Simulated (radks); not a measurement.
**Hf⁺ in [Xe] 4f14 5d1 6s1 5f1: an all-electron calculation**

Aim: the levels, the sizes of the orbitals and the parts of the energy of the hafnium ion Hf+.

Method: scalar-relativistic Kohn-Sham, PW91, spin-polarised, spherical densities, point nucleus; open shells are filled with parallel spins first. Code: radks (a radial shooting solver on a logarithmic mesh, Libxc functionals) version 1.

### 1 What is computed

* element: hafnium (Z = 72)
* charge: +1
* electrons: 71
* configuration: [Xe] 4f14 5d1 6s1 5f1

The outer shells:

Hf⁺
```
[Xe] core
4f [↑↓][↑↓][↑↓][↑↓][↑↓][↑↓][↑↓]
5d [↑ ][  ][  ][  ][  ]
6s [↑ ]
5f [↑ ][  ][  ][  ][  ][  ][  ]
```

### 2 Self-consistent calculation

Settings of this run:

```text
Z 72
configuration [Xe] 4f14 5d1 6s1 5f1
relativity scalar-relativistic
functional pw91,pw91
spin polarised
nucleus point
c 137.035999084
```

**Question.** What will this run give?

**Answer**, as computed:

```
                        quantity                   value
                    total energy     -15079.1459 hartree
exchange-correlation share of it                  2.05 %
                            −T/E                  1.0958
          highest occupied level        5f up, -2.628 eV
    most extended occupied level  5f up, <r> = 7.85 bohr
 radius at density 0.001 e/bohr³               4.30 bohr
    maxima of the radial density                       5
```

The radial density shows 5 maxima for 6 occupied principal shells; where shells overlap, one shows as a shoulder or not at all. −T/E is 1.096: with relativity the kinetic term as defined here no longer equals −E. This is not the tabulated ground configuration, so its levels and sizes aren't those of the ground state, and no measured value stands beside it.
